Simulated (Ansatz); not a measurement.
Predict the output of the script below (Ansatz 0.2.0 through its Python package).

`nc_paw_al.py`
```python
"""Norm-conserving against PAW potentials for Al."""

import logging
import sys

import ansatz as az
import numpy as np

logging.basicConfig(stream=sys.stdout, format="%(levelname)s %(message)s")
log = logging.getLogger("ansatz_job")
log.setLevel(logging.INFO)


def count_gap(report):
    # lowest empty less highest filled band, counting bands; zero where they overlap
    return max(report.get("gap_by_band_count_ev") or 0.0, 0.0)

system = (
    az.Lattice.from_parameters(2.812455, 2.812455, 4.86685, alpha=90, beta=90, gamma=120)
    .space_group(194)
    .atom("Al", [2 / 3, 1 / 3, 0.75])
)

setup = (
    system.calculation()
    .functional(az.Functional.LDA)
    .kpoints(14, 14, 7, center="gamma")
    .occupations(az.OccupationsMethod.FERMI_DIRAC, width=0.1)
    .stress()
    .forces()
    .band_table()
)
variants = {
    "PAW": setup.pseudopotentials("paw"),
    "norm-conserving": setup.pseudopotentials("nc"),
}
# totals differ by the cores that each treatment holds, so compare what does not depend on them
rows = []
for label, variant in variants.items():
    r = variant.run().report
    levels = np.array(r["eigenvalues_ev"][0]) - r["fermi_energy_ev"]
    print(label, "levels at the first k-point near E_F:", np.round(levels[np.abs(levels) < 5], 3))
    rows.append((label, r["n_electrons"], np.trace(r["stress_gpa"]) / 3, count_gap(r)))
log.info("     treatment  electrons in bands           P GPa  gap by band count eV")
for row in rows:
    log.info(f"{str(row[0]):>14s}  {row[1]:18.1f}  {row[2]:14.3f}  {row[3]:20.3f}")
```

```console
$ python nc_paw_al.py
DeckWarning: basis.ecutwfc = 420 eV, auto-derived from the records' recommended cutoffs: set by Al (normal level)
PAW levels at the first k-point near E_F: [-4.744]
DeckWarning: basis.ecutwfc = 598.650497 eV, auto-derived from the records' recommended cutoffs: set by Al (normal level)
norm-conserving levels at the first k-point near E_F: [-4.754]
INFO      treatment  electrons in bands           P GPa  gap by band count eV
INFO            PAW                 6.0          -2.988                 0.000
INFO norm-conserving                 6.0          -3.199                 0.000
```
(Warnings from the package without file and line.)

PAW gives -2.988 GPa and norm-conserving -3.199 GPa, 0.21 GPa apart. They took 1.4 and 2.0 s of processor time.

Notes:
- The computed bands are complete only to about 2.9 eV above the Fermi level.
- A gap by band count of zero or less means overlapping bands, a metal.
- This isn't the structure that Al takes at ambient conditions.
- Gaps and levels are Kohn-Sham values on a finite set of k-points.
- Stress is positive in compression.
- Finished in 4 s on 1 thread of Arm Neoverse V1, on a shared host, peak memory 0.36 GiB.
